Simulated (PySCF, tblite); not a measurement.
**C6H13PSe: geometry, infrared bands and NMR shifts**

What infrared bands and NMR shifts should C6H13PSe (`CC(C)[C@@H]1C[P@@]1(C)=[Se]`) show?

The runs use tblite 0.8.0 and PySCF 2.14.0, with density-fitted response routines of our own; the level of theory stands in each step. All values are computed, except where a source is named. Atoms count from 0, in the outputs and in this text.

### 1 The molecule as given

21 atoms, charge 0, multiplicity 1; geometry from: force field or distance geometry start.

Bonds of the start (Å): C0–C1 1.52, C1–C2 1.51, C1–C3 1.49, C3–C4 1.52, C4–P5 1.79, P5–C6 1.79, P5–Se7 2.16, P5–C3 1.77, C0–H8 1.10, C0–H9 1.14, C0–H10 1.11, C1–H11 1.09, C2–H12 1.11, C2–H13 1.09, C2–H14 1.14, C3–H15 1.14, C4–H16 1.11, C4–H17 1.11, C6–H18 1.09, C6–H19 1.14, C6–H20 1.10.

### 2 Optimising the geometry with GFN2-xTB

Job settings and geometry (Å):

```
{"job": {"kind": "relax", "xc": "GFN2-xTB", "basis": "xTB"}, "charge": 0, "multiplicity": 1}
C     -1.485600    -1.277300     1.155000
C     -0.932500    -0.373000     0.061100
C     -2.123200     0.429600    -0.416600
C      0.066600     0.621500     0.547900
C      0.619000     1.502200    -0.555800
P      1.814900     0.487600     0.299900
C      2.617100    -0.912200    -0.470400
Se     3.068700     1.694000     1.583300
H     -0.909000    -2.209900     1.223800
H     -2.573100    -1.521100     0.921800
H     -1.480100    -0.776800     2.143400
H     -0.600800    -1.022900    -0.749200
H     -3.017100    -0.208300    -0.607800
H     -1.879900     1.140500    -1.212200
H     -2.420200     1.058500     0.481700
H     -0.300700     1.227600     1.440500
H      0.262800     1.235100    -1.572700
H      0.682500     2.586900    -0.310300
H      2.646800    -0.900700    -1.562800
H      3.702800    -0.891700    -0.134800
H      2.231900    -1.872500    -0.111600
```

Run with:

```console
$ OMP_NUM_THREADS=1 python probes_run.py task.json out
```

One launch serves the whole session: the jobs run in the order shown.

Log:

```text
step      E/eV     max force
  0    -684.02361    3.062
  1    -684.37727    1.023
  2    -684.45497    0.539
  3    -684.49091    0.522
  4    -684.54968    0.401
  5    -684.57504    0.338
  6    -684.59633    0.305
  7    -684.61111    0.292
  8    -684.62646    0.263
  9    -684.64122    0.345
 10    -684.65551    0.309
 11    -684.66705    0.224
 12    -684.67645    0.245
 13    -684.68557    0.250
 14    -684.69529    0.257
 15    -684.70422    0.224
 16    -684.71194    0.264
 17    -684.71905    0.217
 18    -684.72631    0.211
 19    -684.73415    0.228
 20    -684.74243    0.274
 21    -684.75120    0.337
 22    -684.76049    0.273
 23    -684.76951    0.291
 24    -684.77743    0.254
 25    -684.78400    0.243
 26    -684.78943    0.222
 27    -684.79452    0.174
 28    -684.79915    0.169
 29    -684.80259    0.116
 30    -684.80511    0.112
 31    -684.80754    0.126
 32    -684.81058    0.175
 33    -684.81452    0.189
 34    -684.81885    0.149
 35    -684.82257    0.109
 36    -684.82574    0.117
 37    -684.82909    0.152
 38    -684.83270    0.171
 39    -684.83580    0.165
 40    -684.83882    0.133
 41    -684.84125    0.146
 42    -684.84363    0.121
 43    -684.84576    0.113
 44    -684.84776    0.073
 45    -684.84902    0.072
 46    -684.85003    0.070
 47    -684.85108    0.069
 48    -684.85208    0.066
 49    -684.85294    0.064
 50    -684.85374    0.071
 51    -684.85469    0.070
 52    -684.85592    0.072
 53    -684.85693    0.059
 54    -684.85767    0.063
 55    -684.85841    0.054
 56    -684.85915    0.053
 57    -684.85987    0.050
 58    -684.86043    0.051
 59    -684.86085    0.045
 60    -684.86117    0.039
 61    -684.86148    0.036
 62    -684.86180    0.038
 63    -684.86217    0.047
 64    -684.86262    0.053
 65    -684.86316    0.067
 66    -684.86373    0.072
 67    -684.86421    0.056
 68    -684.86459    0.043
 69    -684.86492    0.044
 70    -684.86524    0.037
 71    -684.86551    0.041
 72    -684.86572    0.028
 73    -684.86588    0.036
 74    -684.86601    0.033
 75    -684.86614    0.021
 76    -684.86620    0.016
 77    -684.86625    0.014
 78    -684.86629    0.016
 79    -684.86636    0.019
 80    -684.86645    0.025
 81    -684.86656    0.029
 82    -684.86667    0.028
 83    -684.86678    0.023
 84    -684.86689    0.019
 85    -684.86701    0.024
 86    -684.86711    0.027
 87    -684.86721    0.023
 88    -684.86732    0.027
 89    -684.86745    0.030
 90    -684.86761    0.031
 91    -684.86782    0.035
 92    -684.86808    0.042
 93    -684.86842    0.042
 94    -684.86886    0.051
 95    -684.86933    0.056
 96    -684.86978    0.052
 97    -684.87018    0.051
 98    -684.86937    0.163
 99    -684.87081    0.049
100    -684.87111    0.034
101    -684.87188    0.049
102    -684.87223    0.038
103    -684.87269    0.046
104    -684.87328    0.043
105    -684.87387    0.068
106    -684.87452    0.066
107    -684.87490    0.048
108    -684.87537    0.044
109    -684.87571    0.045
110    -684.87632    0.052
111    -684.87670    0.043
112    -684.87694    0.042
113    -684.87709    0.032
114    -684.87720    0.060
115    -684.87740    0.024
116    -684.87757    0.013
117    -684.87766    0.019
118    -684.87773    0.025
119    -684.87784    0.029
120    -684.87796    0.024
121    -684.87806    0.022
122    -684.87814    0.020
123    -684.87820    0.019
124    -684.87824    0.016
125    -684.87828    0.017
126    -684.87834    0.018
127    -684.87842    0.017
128    -684.87848    0.025
129    -684.87852    0.012
130    -684.87855    0.011
131    -684.87858    0.009
```

Run time: 0.98 s. Hardware: 1 thread of Arm Neoverse V2, shared host.

The steps of the relaxation: (not every step is listed)

```
step  energy from step 0 (eV)  largest force (eV/Å)
   0                   0.0000                3.0622
   1                  -0.3537                1.0229
   2                  -0.4314                0.5394
   3                  -0.4673                0.5215
   4                  -0.5261                0.4014
   5                  -0.5514                0.3379
   6                  -0.5727                0.3046
   7                  -0.5875                0.2923
   8                  -0.6028                0.2630
  19                  -0.7105                0.2280
  30                  -0.7815                0.1116
  41                  -0.8176                0.1461
  52                  -0.8323                0.0724
  63                  -0.8386                0.0466
  74                  -0.8424                0.0333
  85                  -0.8434                0.0241
  96                  -0.8462                0.0525
 107                  -0.8513                0.0480
 118                  -0.8541                0.0246
 126                  -0.8547                0.0185
 127                  -0.8548                0.0171
 128                  -0.8549                0.0255
 129                  -0.8549                0.0122
 130                  -0.8549                0.0112
 131                  -0.8550                0.0095
```

Distances of close pairs at the start and the end, largest changes first:

```
  bond  before (Å)  after (Å)  change (Å)
P5–Se7       2.162      2.098      -0.064
 C3–P5       1.771      1.828      +0.057
C3–H15       1.140      1.088      -0.052
 C0–H9       1.139      1.087      -0.051
C2–H14       1.136      1.088      -0.048
 P5–C6       1.788      1.836      +0.048
C6–H19       1.137      1.090      -0.047
 C4–P5       1.787      1.824      +0.037
```

The final coordinates are the input of the step that follows.

### 3 Infrared spectrum with GFN2-xTB

Job settings and geometry (Å):

```
{"job": {"kind": "ir", "xc": "GFN2-xTB", "basis": "xTB"}, "charge": 0, "multiplicity": 1}
C     -1.265985    -1.249751     1.148849
C     -0.978914    -0.264825     0.018940
C     -2.260076     0.434927    -0.434764
C      0.026074     0.766990     0.477341
C      0.834799     1.574884    -0.555942
P      1.833295     0.499986     0.527464
C      2.347743    -0.986096    -0.419990
Se     3.097283     1.232309     2.033354
H     -0.343743    -1.723415     1.481707
H     -1.955863    -2.021776     0.817283
H     -1.708704    -0.732940     1.997384
H     -0.567493    -0.815975    -0.833333
H     -2.976437    -0.294499    -0.804877
H     -2.047787     1.145397    -1.230268
H     -2.713142     0.971936     0.395418
H     -0.331177     1.361337     1.315865
H      0.707868     1.292986    -1.593278
H      0.885679     2.645310    -0.405124
H      1.649794    -1.208651    -1.221351
H      3.337544    -0.784217    -0.828711
H      2.420322    -1.826975     0.268262
```

Log:

```text
mode    cm-1     km/mol
  1      50.1      0.34
  2      71.1      2.11
  3      85.8      1.16
  4     106.7      1.73
  5     162.2      0.60
  6     168.4      1.23
  7     199.0      1.44
  8     204.2      2.85
  9     227.0      0.36
 10     277.7      0.89
 11     334.7      1.31
 12     367.3      0.69
 13     458.5      9.07
 14     464.0     12.40
 15     684.2     43.80
 16     709.2     17.80
 17     725.1     12.65
 18     787.9     50.58
 19     832.7     15.14
 20     847.9     66.59
 21     874.5    100.05
 22     938.5     22.30
 23     949.1      2.98
 24     966.5      6.12
 25     987.4      1.59
 26    1003.8      9.50
 27    1035.1     10.91
 28    1107.8     11.93
 29    1145.8      2.37
 30    1162.8      3.18
 31    1192.3     20.97
 32    1243.6      0.86
 33    1295.4      9.06
 34    1308.9      3.64
 35    1346.5     12.61
 36    1390.6      4.14
 37    1402.9      7.04
 38    1407.2      3.37
 39    1420.1      2.23
 40    1428.0      3.83
 41    1489.9      0.46
 42    1494.0      1.96
 43    1500.5      6.18
 44    1503.9      3.22
 45    2930.7     34.46
 46    2985.2      9.41
 47    2994.6      2.36
 48    3000.4      1.00
 49    3020.0     34.02
 50    3029.4      4.69
 51    3035.1      4.40
 52    3035.7     11.78
 53    3039.0     61.48
 54    3039.7      8.52
 55    3041.9     26.28
 56    3043.9     53.36
 57    3060.0     13.93
```

Run time: 0.81 s. Hardware: 1 thread of Arm Neoverse V2, shared host.

Which atoms move in the most intense modes:

```
cm⁻¹  km/mol                                  atoms
 684    43.8     P5 33 %, C6 21 %, C4 13 %, C3 13 %
 788    50.6              P5 30 %, C6 17 %, C3 16 %
 848    66.6            H19 41 %, H18 16 %, C6 14 %
 874   100.0  H20 22 %, H16 16 %, H18 16 %, C6 10 %
2931    34.5                               H11 92 %
3020    34.0                                H8 89 %
3039    61.5  H10 37 %, H14 26 %, H9 13 %, H12 12 %
3044    53.4  H9 37 %, H12 26 %, H14 16 %, H10 14 %
```

### 4 Shielding tensors: PBE0/pcSseg-1

The job, as its differences from that of step 3:

```diff
@@ -1,2 +1,2 @@
-{"job": {"kind": "ir", "xc": "GFN2-xTB", "basis": "xTB"}, "charge": 0, "multiplicity": 1}
+{"job": {"kind": "nmr", "xc": "PBE0", "basis": "pcSseg-1"}, "charge": 0, "multiplicity": 1}
 C     -1.265985    -1.249751     1.148849
```

Level: GIAO PBE0/pcSseg-1 NMR shielding, non-relativistic, gas phase.

Log:

```text
coarse grid: 76960 points
cycle   1  E = -2978.2987051968  dE = -7.300e-02  |g| = 7.664e-01  |ddm| = 4.230e+00
cycle   2  E = -2978.2887753790  dE =  9.930e-03  |g| = 5.777e-01  |ddm| = 1.323e+00
cycle   3  E = -2978.3573286777  dE = -6.855e-02  |g| = 2.226e-01  |ddm| = 9.653e-01
cycle   4  E = -2978.3698860657  dE = -1.256e-02  |g| = 5.143e-02  |ddm| = 3.382e-01
cycle   5  E = -2978.3703996329  dE = -5.136e-04  |g| = 1.608e-02  |ddm| = 8.598e-02
cycle   6  E = -2978.3704823664  dE = -8.273e-05  |g| = 3.781e-03  |ddm| = 3.381e-02
cycle   7  E = -2978.3704861055  dE = -3.739e-06  |g| = 1.224e-03  |ddm| = 6.300e-03
final grid: 162088 points
cycle   8  E = -2978.3704798965  dE =  2.364e-07  |g| = 1.710e-03  |ddm| = 4.149e-03
cycle   9  E = -2978.3704789018  dE =  9.947e-07  |g| = 2.581e-03  |ddm| = 4.456e-03
cycle  10  E = -2978.3704806313  dE = -1.730e-06  |g| = 1.610e-04  |ddm| = 2.881e-03
cycle  11  E = -2978.3704806388  dE = -7.479e-09  |g| = 3.463e-05  |ddm| = 2.607e-04
cycle  12  E = -2978.3704806390  dE = -2.055e-10  |g| = 8.317e-06  |ddm| = 5.137e-05
converged SCF energy = -2978.3704806390

GIAO shielding tensors (ppm)
atom      isotropic    diamagn.    paramagn.     s11        s22        s33       span
  0 C      160.583     247.956     -87.373    142.065    153.519    186.166     44.101
  1 C      150.751     244.798     -94.047    141.205    148.268    162.780     21.574
  2 C      163.841     247.336     -83.495    150.260    153.245    188.018     37.758
  3 C      142.762     257.221    -114.458     99.447    143.671    185.170     85.723
  4 C      162.531     258.829     -96.298    132.285    161.774    193.533     61.248
  5 P      406.564     964.994    -558.429    232.262    265.478    721.954    489.692
  6 C      167.315     254.308     -86.993    142.649    160.380    198.915     56.267
  7 Se    2215.069    2999.888    -784.820   1770.589   2052.066   2822.552   1051.963
  8 H       30.397      31.699      -1.302     25.000     30.878     35.314     10.315
  9 H       30.522      30.399       0.122     25.952     27.550     38.063     12.111
 10 H       30.567      31.094      -0.527     27.713     28.220     35.766      8.053
 11 H       30.845      34.569      -3.725     26.743     31.475     34.316      7.573
 12 H       30.555      29.842       0.714     25.918     27.589     38.158     12.241
 13 H       30.359      30.902      -0.543     24.868     29.644     36.565     11.697
 14 H       30.921      30.761       0.160     27.369     28.722     36.674      9.305
 15 H       30.275      34.798      -4.523     25.108     30.768     34.950      9.842
 16 H       30.852      33.617      -2.765     26.820     27.794     37.941     11.121
 17 H       30.217      31.795      -1.578     25.537     26.936     38.178     12.641
 18 H       30.760      33.109      -2.349     24.402     29.578     38.300     13.898
 19 H       29.664      27.703       1.961     25.361     27.549     36.083     10.722
 20 H       29.783      30.066      -0.283     26.244     27.345     35.761      9.517
```

Run time: 56 s. Hardware: 1 thread of Arm Neoverse V2, shared host; peak memory 1.1 GiB.

Shifts follow as δ = σ(reference) − σ, with reference shieldings (ppm) from runs at the same level and on the same kind of geometry: 1H TMS 31.72, 13C TMS 186.9, 31P H3PO4 318.4, 77Se Me2Se 1758. The references are single molecules in the gas phase, so shifts against H2O, NH3, PH3, H3PO4 or CFCl3 are not on the usual liquid scales and can be off by tens of ppm. Atoms listed in one row are averaged.

```
        atoms                                         environment  σ (ppm)  δ (ppm)
           C3                          three-membered-ring carbon    142.8     44.2
           C1                                              sp3 CH    150.8     36.2
           C0                                       methyl carbon    160.6     26.3
           C4                          three-membered-ring carbon    162.5     24.4
           C2                                       methyl carbon    163.8     23.1
           C6                           methyl carbon bonded to P    167.3     19.6
H18, H19, H20             hydrogen on a methyl carbon bonded to P    30.07     1.65
          H17            hydrogen on a three-membered-ring carbon    30.22     1.50
          H15            hydrogen on a three-membered-ring carbon    30.28     1.44
  H8, H9, H10                         hydrogen on a methyl carbon    30.50     1.22
H12, H13, H14                         hydrogen on a methyl carbon    30.61     1.11
          H11                               hydrogen on an sp3 CH    30.84     0.87
          H16            hydrogen on a three-membered-ring carbon    30.85     0.87
           P5  phosphorus bonded to 3 C, Se, in a 3-membered ring    406.6    -88.2
          Se7                                selenium bonded to P     2215     -457
```

The run also stored atomic charges by several schemes (e):

```
atoms  Mulliken    IAO  Hirshfeld  ESP fit
   C0     -0.19  -0.42      -0.12    -0.85
   C1     -0.34  -0.08      -0.02     0.58
   C2     -0.19  -0.42      -0.12    -0.48
   C3     -0.36  -0.31      -0.06    -0.31
   C4     -0.29  -0.49      -0.12    -0.10
   P5      0.48   0.91       0.29     0.01
   C6     -0.43  -0.63      -0.14    -0.53
  Se7     -0.43  -0.53      -0.32    -0.28
```

Mayer bond orders: C0–C1 1.03, C1–C2 1.03, C1–C3 0.96, C3–C4 0.89, C4–P5 0.88, P5–C6 0.97, P5–Se7 1.54, P5–C3 0.86.

Ring of atoms C3, C4, P5: NICS(0) -28.9, NICS(1) -7.2, NICS(1)zz -13.7 ppm (means of both faces).

In rings of three or four atoms NICS is ruled by the nearby σ bonds, so it says little on aromaticity.

### 5 What came out

```
                                                              quantity                                         value
                             strongest single infrared mode (GFN2-xTB)                          874 cm⁻¹, 100 km/mol
                                          zero-point energy (GFN2-xTB)                                109.5 kcal/mol
                                13C shifts against TMS (PBE0/pcSseg-1)        44.2, 36.2, 26.3, 24.4, 23.1, 19.6 ppm
1H shifts against TMS (PBE0/pcSseg-1, means over atoms taken as alike)  1.65, 1.50, 1.44, 1.22, 1.11, 0.87, 0.87 ppm
                              31P shifts against H3PO4 (PBE0/pcSseg-1)                                     -88.2 ppm
                             77Se shifts against Me2Se (PBE0/pcSseg-1)                                      -457 ppm
```

In words: The optimisation took 131 steps and gained 0.855 eV; among the close pairs (by a distance rule), P5–Se7 changed most, from 2.162 to 2.098 Å. No mode is imaginary among the 57: a minimum at this level. The strongest single mode, at 874 cm⁻¹, is spread over many atoms; the largest shares are those of H20, H16, H18. Unscaled tight-binding wavenumbers are off by several per cent, some by more. Its intensities can rank the bands wrongly. At PBE0/pcSseg-1: The largest span, 1052 ppm, is at Se7, where the paramagnetic term is -785 ppm. Spin-orbit coupling is left out, which matters for shieldings and couplings at and beside the heavy atoms.
